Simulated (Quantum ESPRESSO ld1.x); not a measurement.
# Ho⁷⁺ in [Kr] 4d10 4f9 5s1.75 5p3 5f0.25: an all-electron calculation

Aim: the levels, the sizes of the orbitals and the parts of the energy of the holmium ion Ho7+.

The numbers are computed with Quantum ESPRESSO ld1.x 7.5 (scalar-relativistic Kohn-Sham, LDA (Slater exchange, Perdew-Wang correlation), spin-polarised, spherical densities, point nucleus; open shells are filled with parallel spins first), except any that are marked as measured or tabulated.

## 1. The atom as given

```
element       : holmium (Z = 67)
charge        : +7
electrons     : 60
configuration : [Kr] 4d10 4f9 5s1.75 5p3 5f0.25
```

## 2. The calculation

The input, ld1.in:

```fortran
 &input
    atom='Ho',
    iswitch=1,
    rel=1,
    lsd=1,
    dft='PW',
    config='[Kr] 4d10 4f9 5s1.75 5p3 5f0.25',
    verbosity='high',
    prefix='ld1',
    max_out_wfc=37,
    file_charge='ld1.rho',
 /
```

Q: Predict the outcome of this run.

The runs gave:

```
                        quantity                   value
                    total energy      -12594.089 hartree
exchange-correlation share of it                  2.05 %
                            −T/E                  1.0815
          highest occupied level       5f up, -48.378 eV
    most extended occupied level  5f up, <r> = 2.27 bohr
 radius at density 0.001 e/bohr³               2.91 bohr
    maxima of the radial density                       4
```

**Reading.** The radial density shows 4 maxima for 5 occupied principal shells; where shells overlap, one shows as a shoulder or not at all. −T/E is 1.081: with relativity the kinetic term as defined here no longer equals −E. This is not the tabulated ground configuration, so its levels and sizes aren't those of the ground state, and no measured value stands beside it.
